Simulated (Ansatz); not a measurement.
This was printed by a script on Ansatz 0.2.0, Python API, for a single point from a YAML input of NaCl3, space group Pm-3n. What did the script look like? Use: LDA, PAW, cutoff 490 eV, Gaussian smearing of 0.15 eV.

Contents of `input.yaml`:
```yaml
crystal:
  lattice:
    - [5.527005, 0.0, 0.0]
    - [0.0, 5.527005, 0.0]
    - [0.0, 0.0, 5.527005]
  atoms:
    - { symbol: Na, position: [0.5, 0.5, 0.5] }
    - { symbol: Na, position: [0.0, 0.0, 0.0] }
    - { symbol: Cl, position: [0.5, 0.0, 0.75] }
    - { symbol: Cl, position: [0.0, 0.25, 0.5] }
    - { symbol: Cl, position: [0.75, 0.5, 0.0] }
    - { symbol: Cl, position: [0.5, 0.0, 0.25] }
    - { symbol: Cl, position: [0.0, 0.75, 0.5] }
    - { symbol: Cl, position: [0.25, 0.5, 0.0] }
kpoints:
  mp_grid: { kspacing: 0.3 }
hamiltonian:
  xc: lda
scf:
  occupations: { method: gaussian, width: 0.15 }
basis:
  ecutwfc: "18 Ha"
output:
  forces: true
  stress: true
  eigenvalues: true
```

```console
$ python yaml_run.py
F = E - TS                -9202.67233 eV
E                         -9202.59901 eV
Harris-Foulkes            -9202.67233 eV
Fermi level                   2.72730 eV
  atom   fx   fy   fz
0   Na  0.0 -0.0  0.0
1   Na  0.0  0.0  0.0
2   Cl  0.0 -0.0 -0.0
3   Cl  0.0 -0.0  0.0
4   Cl  0.0 -0.0  0.0
5   Cl  0.0 -0.0  0.0
6   Cl -0.0  0.0 -0.0
7   Cl  0.0  0.0  0.0
pressure by term (GPa)
  kinetic                           756.441
  hartree                           386.971
  ewald                           -1075.906
  local_pseudopotential            -172.019
  nonlocal_pseudopotential          138.774
  augmentation                      159.973
  nlcc                              -90.092
  xc                               -108.391
  augmentation_tail                  -0.001
  scf_correction                     -0.000
  pulay_correction                    0.007
  total                              -4.242
cutoffs (eV): 489.804952427784 1959.219809711136  FFT grid: [40, 40, 40]
cell volume 168.838 A^3, 48 symmetry operations
```

The script that was run (others could print the same):

Script `yaml_run.py`:
```python
"""NaCl3 from YAML text."""

import json
import warnings

import ansatz as az
import numpy as np
import pandas as pd

warnings.simplefilter("ignore", az.DeckWarning)

res = az.Session.from_deck("input.yaml").plan().execute()
summary = res.report

print("%-22s %14.5f eV" % ("F = E - TS", summary["free_energy_ev"]))
print("%-22s %14.5f eV" % ("E", summary["internal_energy_ev"]))
print("%-22s %14.5f eV" % ("Harris-Foulkes", summary["harris_foulkes_ev"]))
print("%-22s %14.5f eV" % ("Fermi level", summary["fermi_energy_ev"]))

# forces, one row an atom
table = pd.DataFrame(summary["forces_ev_ang"], columns=["fx", "fy", "fz"])
table.insert(0, "atom", [site["symbol"] for site in summary["lattice"]["sites"]])
print(table.round(4).to_string())

# the stress is positive in compression
print("pressure by term (GPa)")
for term, tensor in summary["stress_terms_gpa"].items():
    if np.any(tensor):
        print(f"  {term:28s} {np.trace(np.array(tensor)) / 3:12.3f}")
print(f"  {'total':28s} {np.trace(np.array(summary['stress_gpa'])) / 3:12.3f}")

used = summary["setup"]
print("cutoffs (eV):", used["ecut_ev"], used["ecutrho_ev"], " FFT grid:", used["fft_dense"])
print("cell volume {:.3f} A^3, {} symmetry operations".format(used["cell_volume_ang3"], used["n_sym_ops"]))

keep = ["free_energy_ev", "energy_sigma0_ev", "fermi_energy_ev", "n_iterations", "converged", "magnetization_mub", "n_kpoints"]
with open("nacl3.json", "w") as handle:
    json.dump({key: summary[key] for key in keep}, handle, indent=1)
```

Absolute energies stand on the zero of these potentials, so only differences at equal settings mean something. A total without «per atom» is that of the cell as typed. The zero of the levels is a convention of the potentials, so an absolute Fermi energy is no work function. Pressure is positive in compression. This cell is a computed structure, which may not be the phase found in nature. Finished in 3.9 s on 1 thread of Arm Neoverse V2, with other jobs on the host, peak memory 0.46 GiB.

(Lines on the test bed's own set-up are left out of the output.)
